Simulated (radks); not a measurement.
# H⁻ held by a Watson sphere

One table from this session's results is given with a row withheld; the runs are named, their logs left out.

Method: non-relativistic Kohn-Sham, r2SCAN, spin-polarised, spherical densities, point nucleus. Code: radks (a radial shooting solver on a logarithmic mesh, Libxc functionals) version 1.

## What is computed

```
element       : hydrogen (Z = 1)
charge        : -1
electrons     : 2
configuration : [He]
```

The outer shells:

H⁻
```
1s [↑↓]
```

Set-up of the first run:

The run's settings:

```text
Z 1
configuration [He]
relativity non-relativistic
functional r2scan,r2scan
spin polarised
nucleus point
watson charge 1 radius 1.52 bohr
```

Steps of the session up to this table: R = 1.52 bohr; R = 1.8 bohr; R = 1.82 bohr; R = 2.14 bohr; R = 2.43 bohr; R = 2.52 bohr; R = 3.14 bohr; R = 3.27 bohr; R = 3.28 bohr.

One of the session's tables, all rows but one given; the rest of the session is left out.

| R (bohr) | highest level (eV) | its <r> (bohr) | sum of <r²> (bohr²) |
| --- | --- | --- | --- |
| 1.52 | -8.434 | 1.611 | 6.849 |
| 1.8 | -7.639 | 1.715 | 7.778 |
| 1.82 | ? | ? | ? |
| 2.14 | -6.838 | 1.828 | 8.874 |
| 2.43 | -6.261 | 1.912 | 9.774 |
| 2.52 | -6.098 | 1.937 | 10.05 |
| 3.14 | -5.138 | 2.084 | 11.81 |
| 3.27 | -4.967 | 2.111 | 12.16 |
| 3.28 | -4.954 | 2.113 | 12.19 |

**Question.** Estimate the row for R (bohr) = 1.82.

Worked estimate for «highest level (eV)». A straight line through the neighbours (1.8, -7.639) and (2.14, -6.838) gives -7.639 + (-6.838 + 7.639) × (1.82 − 1.8) / (2.14 − 1.8) = -7.592; a parabola fitted to 4 rows on both sides gives -7.593.

**Answer.** highest level (eV): -7.588; its <r> (bohr): 1.722; sum of <r²> (bohr²): 7.843. In «highest level (eV)» the line misses by -0.004 and the parabola by -0.005.

What this shows: From R = 1.52 to 3.28 bohr the top level moves from -8.434 to -4.954 eV and its mean radius from 1.61 to 2.11 bohr. A wider sphere makes a shallower well, so the ion swells.
